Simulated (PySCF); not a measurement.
# C3H6ClFSi: the cost of one run

The runs use PySCF 2.14.0, with density-fitted response routines of our own; the level of theory stands in each step. All values are computed, except where a source is named. Atoms count from 0, in the outputs and in this text.

### Step 1. The starting structure

12 atoms, charge 0, multiplicity 1; geometry from: PBE0-D3(BJ)/def2-SVP.

Bonds of the start (Å): F0–Si1 1.63, Si1–C2 1.88, C2–C3 1.49, C3–C4 1.34, C4–Cl5 1.73, Si1–H6 1.49, Si1–H7 1.49, C2–H8 1.10, C2–H9 1.10, C3–H10 1.09, C4–H11 1.09.

### Step 2. Shielding tensors: PBE0/6-31G*

The job: settings as JSON, then the geometry in Å.

```
{"job": {"kind": "nmr", "xc": "PBE0", "basis": "6-31G*", "pop": true}, "charge": 0, "multiplicity": 1}
F     -2.427373    -1.049868     0.042456
Si    -1.670725     0.391205     0.128389
C      0.026294     0.117193     0.887094
C      0.882395    -0.730294     0.011981
C      1.739778    -0.289183    -0.911928
Cl     2.026535     1.391138    -1.207866
H     -1.554711     0.929510    -1.253384
H     -2.496571     1.284345     0.990704
H      0.481973     1.109961     1.041335
H     -0.116475    -0.346563     1.876684
H      0.778628    -1.817357     0.092204
H      2.330986    -0.951628    -1.546237
```

Method: GIAO PBE0/6-31G* NMR shielding, non-relativistic, gas phase.

Command:

```bash
> OMP_NUM_THREADS=1 python probes_run.py task.json out
```

The driver reads the jobs from task.json and runs them one after another.

Q: Estimate the wall time and peak memory of this first job on 1 thread of AMD EPYC 7R43, shared host.

About 8.2 s, with a peak of 0.6 GiB.
